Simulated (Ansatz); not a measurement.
# BHLYP/6-31G(d) (spherical functions) run of C3H9BO3 (trimethyl borate)

What is the vertical singlet–triplet gap of C3H9BO3 (trimethyl borate) at BHLYP/6-31G* (spherical functions)? 

The results are computed with Ansatz 0.2.0.

53 further runs of the same task are left out: 53 set aside as unsound or not needed.

## (1) The structure to begin with

The species is C3H9BO3 (16 atoms), meant as a singlet with charge 0. As SMILES, `COB(OC)OC`. The shape is that of a PBE0-D4/def2-TZVP optimisation.

Bond lengths: C1–O2 1.412 Å, O2–B3 1.363 Å, B3–O4 1.363 Å, O4–C5 1.412 Å, B3–O6 1.363 Å, O6–C7 1.412 Å, C1–H8 1.093 Å, C1–H9 1.093 Å, C1–H10 1.090 Å, C5–H11 1.093 Å, C5–H12 1.093 Å, C5–H13 1.090 Å, C7–H14 1.093 Å, C7–H15 1.093 Å, C7–H16 1.090 Å. Some angles: C1–O2–B3 120.2°, O2–B3–O4 120.0°, O2–B3–O6 120.0°, O4–B3–O6 120.0°, B3–O4–C5 120.2°, B3–O6–C7 120.2°, O2–C1–H8 111.3°, O2–C1–H9 111.3°, O2–C1–H10 107.6°, O4–C5–H11 111.3°.

## (2) The energy at BHLYP/6-31G(d) (spherical functions)

The input, job.yaml:

```yaml
crystal:
  periodic: [false, false, false]
  atoms:
    - symbol: C
      position_ang: [0.495720, -0.646730, -2.262610]
    - symbol: O
      position_ang: [-0.175840, 0.182850, -1.338690]
    - symbol: B
      position_ang: [0.000140, 0.000100, 0.000000]
    - symbol: O
      position_ang: [0.825800, -0.985800, 0.450290]
    - symbol: C
      position_ang: [1.010960, -1.178550, 1.836440]
    - symbol: O
      position_ang: [-0.650070, 0.802840, 0.888440]
    - symbol: C
      position_ang: [-1.506700, 1.825270, 0.426170]
    - symbol: H
      position_ang: [1.580410, -0.565040, -2.153520]
    - symbol: H
      position_ang: [0.214930, -1.695090, -2.131270]
    - symbol: H
      position_ang: [0.211110, -0.322610, -3.263990]
    - symbol: H
      position_ang: [1.432620, -0.286900, 2.307940]
    - symbol: H
      position_ang: [0.066710, -1.416360, 2.333400]
    - symbol: H
      position_ang: [1.702440, -2.011880, 1.963760]
    - symbol: H
      position_ang: [-0.965900, 2.546210, -0.192620]
    - symbol: H
      position_ang: [-2.330740, 1.415550, -0.163930]
    - symbol: H
      position_ang: [-1.911590, 2.336140, 1.300180]
basis:
  gaussian:
    orbitals: 6-31G_st_-spherical.json
hamiltonian:
  xc: {name: BHLYP}
accuracy: high
output: {orbitals: {seedname: orbitals}}
```

The basis set 6-31G* is read from a file made from the Basis Set Exchange's data (not shown).

Started as:

```console
$ ansatz run job.yaml --threads 1 --pin off --max-ram 3480MiB --events-out events.jsonl --progress --plain --runs-dir runs
```

What it wrote:

```text
Warning: RAYON_NUM_THREADS=1 ignored (pool sized by the plan → 1); use --threads N
Functional definition: BHLYP
  name "BHLYP"
  parameter a = 0.5
  exchange = (1 - a)*b88_x + a*exact_x
  correlation = lyp_c
2909 factors; integrals over basis functions are off by at most 6.4e-9 eV
mean field evaluation 1: about -10066.9492 eV, gradient 5.3e1 eV
mean field evaluation 2: about -10068.0074 eV, gradient 4.9e1 eV
mean field evaluation 4: about -10072.1534 eV, gradient 1.4e0 eV
mean field evaluation 8: about -10073.1234 eV, gradient 2.4e-1 eV
mean field evaluation 16: about -10073.1238 eV, gradient 3.7e-5 eV
mean field -10073.12376453 eV, -370.1804705379 hartree, gradient 5.6e-8 eV, S^2 0.000000; 0 other end points of the search recorded, 0 dependent functions left out
reference -10073.12379404 eV, -370.1804716223 hartree; 28, 28 occupied and 88, 88 virtual orbitals, 2909 factors
Total energy: -10073.12379404 eV, -370.1804716223 hartree
```

Wall time 18 s (1 thread of Arm Neoverse V2, shared host); peak memory 0.52 GiB.

## (3) The triplet, same level

The input, in.yaml:

```yaml
crystal:
  periodic: [false, false, false]
  atoms:
    - {symbol: C, position_ang: [0.495720, -0.646730, -2.262610]}
    - {symbol: O, position_ang: [-0.175840, 0.182850, -1.338690]}
    - {symbol: B, position_ang: [0.000140, 0.000100, 0.000000]}
    - {symbol: O, position_ang: [0.825800, -0.985800, 0.450290]}
    - {symbol: C, position_ang: [1.010960, -1.178550, 1.836440]}
    - {symbol: O, position_ang: [-0.650070, 0.802840, 0.888440]}
    - {symbol: C, position_ang: [-1.506700, 1.825270, 0.426170]}
    - {symbol: H, position_ang: [1.580410, -0.565040, -2.153520]}
    - {symbol: H, position_ang: [0.214930, -1.695090, -2.131270]}
    - {symbol: H, position_ang: [0.211110, -0.322610, -3.263990]}
    - {symbol: H, position_ang: [1.432620, -0.286900, 2.307940]}
    - {symbol: H, position_ang: [0.066710, -1.416360, 2.333400]}
    - {symbol: H, position_ang: [1.702440, -2.011880, 1.963760]}
    - {symbol: H, position_ang: [-0.965900, 2.546210, -0.192620]}
    - {symbol: H, position_ang: [-2.330740, 1.415550, -0.163930]}
    - {symbol: H, position_ang: [-1.911590, 2.336140, 1.300180]}
basis:
  gaussian:
    orbitals: 6-31G_st_-spherical.json
magnetization:
  spin_polarized: true
  initial_magnetization: 2
hamiltonian:
  xc: {name: BHLYP}
accuracy: high
output:
  orbitals: {seedname: orbitals}
```

The basis set 6-31G* is read from a file made from the Basis Set Exchange's data (not shown).

Started as:

```console
$ ansatz run in.yaml --threads 1 --pin off --max-ram 3480MiB --events-out events.jsonl --progress --plain --runs-dir runs
```

What it wrote:

```text
Warning: RAYON_NUM_THREADS=1 ignored (pool sized by the plan → 1); use --threads N
[... 5 set-up lines as earlier in the session ...]
2909 factors; integrals over basis functions are off by at most 6.4e-9 eV
mean field evaluation 1: about -10057.3554 eV, gradient 3.5e1 eV
mean field evaluation 2: about -10058.0135 eV, gradient 3.7e1 eV
mean field evaluation 4: about -10063.0739 eV, gradient 4.5e0 eV
mean field evaluation 8: about -10063.3046 eV, gradient 1.1e0 eV
mean field evaluation 16: about -10063.5106 eV, gradient 5.4e-1 eV
mean field evaluation 32: about -10064.2195 eV, gradient 1.5e-7 eV
mean field evaluation 64: about -10064.2180 eV, gradient 8.0e-2 eV
mean field evaluation 96: about -10064.1924 eV, gradient 2.1e0 eV
mean field -10064.21948621 eV, -369.8532443452 hartree, gradient 7.0e-8 eV, S^2 2.009110; 12 other end points of the search recorded, 0 dependent functions left out
reference -10064.21951659 eV, -369.8532454616 hartree; 29, 27 occupied and 87, 89 virtual orbitals, 2909 factors
Total energy: -10064.21951659 eV, -369.8532454616 hartree
```

It took 2.6 min on 1 thread of Arm Neoverse V2, shared host; peak memory 0.77 GiB.

## (4) What came out

At BHLYP/6-31G* (spherical functions):

| quantity | value |
| --- | --- |
| singlet: total energy | -370.18047 Eh |
| singlet: HOMO energy | -9.39 eV |
| singlet: LUMO energy | 3.77 eV |
| singlet: HOMO–LUMO gap | 13.17 eV |
| triplet: total energy | -369.85325 Eh |
| triplet: HOMO energy (highest over α and β) | -0.38 eV |
| triplet: ⟨S²⟩ | 2.009 |
| vertical energy of the triplet above the singlet | 8.904 eV |

**Reading.** At this shape the triplet lies 8.90 eV (859 kJ/mol) above the singlet.
